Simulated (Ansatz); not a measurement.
# BGaH5S: the cost of one run

All numbers below are computed with Ansatz 0.2.0 (RKS B3LYP-D4/def2-SVP).

## (1) The starting structure

Bond lengths: B1–Ga2 2.121 Å, Ga2–S3 2.637 Å, B1–H4 1.166 Å, B1–H5 1.167 Å, Ga2–H6 1.604 Å, S3–H7 1.340 Å, S3–H8 1.340 Å. Angles: B1–Ga2–S3 115.0°, B1–Ga2–H6 153.7°, S3–Ga2–H6 91.4°, Ga2–B1–H4 120.2°, Ga2–B1–H5 116.5°, H4–B1–H5 123.3°, Ga2–S3–H7 97.7°, Ga2–S3–H8 96.5°, H7–S3–H8 92.6°.

Structure file:

```xyz
8

B     0.4310   -2.0584    0.4106
Ga    0.7345    0.0318    0.2163
S    -1.3297    1.3728   -0.7298
H     1.3445   -2.7827    0.4461
H    -0.6776   -2.4210    0.4558
H     1.6030    1.3759    0.3321
H    -1.4857    2.2151    0.3010
H    -0.6200    2.2664   -1.4322
```

## (2) End point A

input.yaml

```yaml
crystal:
  periodic: [false, false, false]
  atoms:
    - { symbol: B, position_ang: [0.43102, -2.05837, 0.41064] }
    - { symbol: Ga, position_ang: [0.73446, 0.03182, 0.21626] }
    - { symbol: S, position_ang: [-1.3297, 1.37277, -0.72977] }
    - { symbol: H, position_ang: [1.3445, -2.78274, 0.44607] }
    - { symbol: H, position_ang: [-0.67758, -2.42098, 0.45584] }
    - { symbol: H, position_ang: [1.60298, 1.37592, 0.33213] }
    - { symbol: H, position_ang: [-1.48572, 2.21513, 0.301] }
    - { symbol: H, position_ang: [-0.61997, 2.26643, -1.43217] }
total_charge: 1
basis:
  gaussian: { orbitals: def2-SVP }
hamiltonian:
  xc: b3lyp
  dispersion: d4
relax:
  f_tol: 0.015
  max_steps: 40
output:
  orbitals: {}
```

Started as:

```
ansatz run input.yaml --threads 1 --pin off --max-ram 2048MiB --backend cpu --events-out ev --progress --plain --runs-dir out
```

What time and memory should one allow on 1 thread of Arm Neoverse V1, shared host?

About 2 min, with a peak of 0.18 GiB.
